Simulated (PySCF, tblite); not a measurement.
# C₉H₇BN₂: geometry, infrared bands and NMR shifts

Aim: predict the infrared bands and NMR shifts of C₉H₇BN₂ (`N#CC1=CB2C=CC=CN2C=C1`).

The runs use tblite 0.8.0 and PySCF 2.14.0, with density-fitted response routines of our own; the level of theory stands in each step. All values are computed, except where a source is named. Atoms are numbered from 0 throughout.

## (1) The molecule as given

19 atoms, charge 0, multiplicity 1; geometry from: force field or distance geometry start.

Bonds of the start (Å): N0–C1 1.17, C1–C2 1.43, C2–C3 1.34, C3–B4 1.56, B4–C5 1.56, C5–C6 1.34, C6–C7 1.49, C7–C8 1.34, C8–N9 1.43, N9–C10 1.44, C10–C11 1.35, C11–C2 1.50, N9–B4 1.52, C3–H12 1.09, C5–H13 1.08, C6–H14 1.08, C7–H15 1.09, C8–H16 1.09, C10–H17 1.08, C11–H18 1.09.

## (2) Geometry optimisation with GFN2-xTB

What the job is given:

```
{"job": {"kind": "relax", "xc": "GFN2-xTB", "basis": "xTB"}, "charge": 0, "multiplicity": 1}
N      4.858900    -0.451300    -0.374800
C      3.710200    -0.239600    -0.290700
C      2.311900     0.007000    -0.162000
C      1.444900    -1.016300    -0.173500
B     -0.078200    -0.725900    -0.031400
C     -1.223400    -1.783900    -0.022300
C     -2.481000    -1.348900     0.092000
C     -2.819300     0.097600     0.209400
C     -1.879700     1.052300     0.195700
N     -0.491500     0.732800     0.080400
C      0.532000     1.743600     0.060900
C      1.833600     1.420800    -0.047500
H      1.785900    -2.046100    -0.239700
H     -0.991900    -2.840300    -0.100200
H     -3.288400    -2.068500     0.112500
H     -3.869800     0.374300     0.308100
H     -2.189900     2.094500     0.280500
H      0.255000     2.783500     0.143700
H      2.570900     2.223800    -0.048700
```

Run with:

```console
> OMP_NUM_THREADS=1 python probes_run.py task.json out
```

One launch serves the whole session: the jobs run in the order shown.

**Question.** This job is followed by: GFN2-xTB harmonic vibrations, gas phase; GIAO PBE0/pcSseg-1 NMR shielding, non-relativistic, gas phase. Predict these results of the whole session: strongest single infrared mode (GFN2-xTB); zero-point energy (GFN2-xTB); ¹³C shifts against TMS (PBE0/pcSseg-1); ¹H shifts against TMS (PBE0/pcSseg-1); ¹⁵N shifts against NH3 (PBE0/pcSseg-1); ¹¹B shifts against BF3·OEt2 (PBE0/pcSseg-1).

As calculated:

```
                                   quantity                                                              value
  strongest single infrared mode (GFN2-xTB)                                              2371 cm⁻¹, 285 km/mol
               zero-point energy (GFN2-xTB)                                                      87.4 kcal/mol
     ¹³C shifts against TMS (PBE0/pcSseg-1)  152.6, 146.5, 143.1, 139.3, 138.2, 126.9, 125.3, 123.8, 122.6 ppm
      ¹H shifts against TMS (PBE0/pcSseg-1)                       8.60, 8.23, 8.16, 8.13, 8.12, 7.30, 7.28 ppm
     ¹⁵N shifts against NH3 (PBE0/pcSseg-1)                                                   315.5, 220.0 ppm
¹¹B shifts against BF3·OEt2 (PBE0/pcSseg-1)                                                           22.2 ppm
```

What this shows: Over 34 steps the energy fell by 0.646 eV; of the close pairs, N9–C10 changed most, 1.439 to 1.363 Å. No mode is imaginary among the 51: a minimum at this level. The strongest single mode, at 2371 cm⁻¹, moves mainly C1 and N0. GFN2-xTB is a fitted tight-binding method: band positions and strengths are rough. Its intensities can rank the bands wrongly. At PBE0/pcSseg-1: Shielding is most anisotropic at N0 (span 424 ppm, paramagnetic term -388 ppm). NICS(1)zz of -21 ppm above the planar ring from C2 marks a diatropic (aromatic) ring current. NICS(1)zz of -23 ppm above the planar ring from B4 marks a diatropic (aromatic) ring current.
